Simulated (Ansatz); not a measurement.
# C3H11HfNO3: basis-set convergence

One table from this session's results is given with a row withheld; the runs are named, their logs left out.

Program: Ansatz 0.2.0, Gaussian basis. Level of theory: one geometry, several basis sets. These are calculated values, not measurements.

The runs, in order: PBE0-D4/def2-SVP; ωB97M-V/def2-SVP; PBE0-D4/def2-QZVPP; ωB97M-V/def2-QZVPP; the functionals' def2-TZVPP values are taken from earlier runs.

### Structure used throughout

An earlier PBE0-D4 in a triple-zeta def2 set relaxation fixed the geometry. Hf takes the def2 core potential; no spin-orbit term is included.

SMILES `CC(C)[NH][Hf]([OH])([OH])[OH]`, 19 atoms, charge 0, spin multiplicity 1.

Atoms are counted from 1 here; the program's logs count them from 0.

Bond lengths: C1–C2 1.522 Å, C1–H9 1.094 Å, C1–H10 1.093 Å, C1–H11 1.094 Å, C2–C3 1.519 Å, C2–N4 1.451 Å, C2–H12 1.102 Å, C3–H13 1.094 Å, C3–H14 1.096 Å, C3–H15 1.092 Å, N4–Hf5 2.045 Å, N4–H16 1.014 Å, Hf5–O6 1.944 Å, Hf5–O7 1.944 Å, Hf5–O8 1.935 Å, O6–H17 0.952 Å, O7–H18 0.951 Å, O8–H19 0.951 Å. Angles: C2–C1–H9 111.3°, C2–C1–H10 110.9°, C2–C1–H11 110.2°, H9–C1–H10 107.9°, H9–C1–H11 108.6°, H10–C1–H11 107.9°, C1–C2–C3 110.9°, C1–C2–N4 111.4°, C1–C2–H12 107.7°, C3–C2–N4 109.6°, C3–C2–H12 107.4°, N4–C2–H12 109.7°, C2–C3–H13 111.1°, C2–C3–H14 110.4°, C2–C3–H15 111.1°, H13–C3–H14 108.5°, H13–C3–H15 107.9°, H14–C3–H15 107.7° and more.

The first run:

Input file in.yaml:

```yaml
crystal:
  periodic: [false, false, false]
  atoms:
    - {symbol: C, position_ang: [0.780593, -1.873082, 1.431398]}
    - {symbol: C, position_ang: [0.934086, -1.013406, 0.184559]}
    - {symbol: C, position_ang: [1.617486, 0.302978, 0.514219]}
    - {symbol: N, position_ang: [-0.349213, -0.752877, -0.439653]}
    - {symbol: Hf, position_ang: [-1.288232, 0.983928, -0.970588]}
    - {symbol: O, position_ang: [-1.793949, 2.005962, 0.603682]}
    - {symbol: O, position_ang: [-0.110015, 2.089208, -2.051176]}
    - {symbol: O, position_ang: [-2.857087, 0.372202, -1.924404]}
    - {symbol: H, position_ang: [1.752584, -2.100354, 1.878549]}
    - {symbol: H, position_ang: [0.290701, -2.821463, 1.194248]}
    - {symbol: H, position_ang: [0.168069, -1.354233, 2.174264]}
    - {symbol: H, position_ang: [1.585594, -1.556171, -0.518976]}
    - {symbol: H, position_ang: [1.763986, 0.906623, -0.385776]}
    - {symbol: H, position_ang: [1.014058, 0.878978, 1.225317]}
    - {symbol: H, position_ang: [2.595897, 0.134771, 0.968739]}
    - {symbol: H, position_ang: [-0.841498, -1.618979, -0.626709]}
    - {symbol: H, position_ang: [-2.005715, 2.047597, 1.530384]}
    - {symbol: H, position_ang: [0.325568, 2.910062, -2.254755]}
    - {symbol: H, position_ang: [-3.582912, 0.458244, -2.533341]}
basis:
  gaussian: {orbitals: def2-SVP}
hamiltonian: {xc: pbe0, dispersion: d4}
output: {orbitals: {seedname: orbitals}}
```

The run is started by

```bash
$ ansatz run in.yaml --threads 4 --pin off --events-out ev --progress --plain --max-ram 66560MiB --backend cpu
```

Steps of the session up to this table: PBE0-D4 in def2-SVP; ωB97M-V in def2-SVP; PBE0-D4 in def2-QZVPP; ωB97M-V in def2-QZVPP.

One table of the session follows, with a row left open; its other results are not shown here.

It belongs to the step «Functionals by basis». 

| functional | basis | HOMO (eV) | LUMO (eV) |
| --- | --- | --- | --- |
| PBE0-D4 | def2-SVP | -6.23 | 0.37 |
| PBE0-D4 | def2-TZVPP | -6.36 | 0.13 |
| PBE0-D4 | def2-QZVPP | -6.41 | -0.18 |
| ωB97M-V | def2-SVP | -8.53 | 1.58 |
| ωB97M-V | def2-TZVPP | ? | ? |
| ωB97M-V | def2-QZVPP | -8.72 | 0.65 |

Estimate the missing values for ωB97M-V, def2-TZVPP.

**Answer.** HOMO (eV): -8.68; LUMO (eV): 1.27. In the column «HOMO (eV)» it lies between ωB97M-V, def2-QZVPP (-8.72) and ωB97M-V, def2-SVP (-8.53).
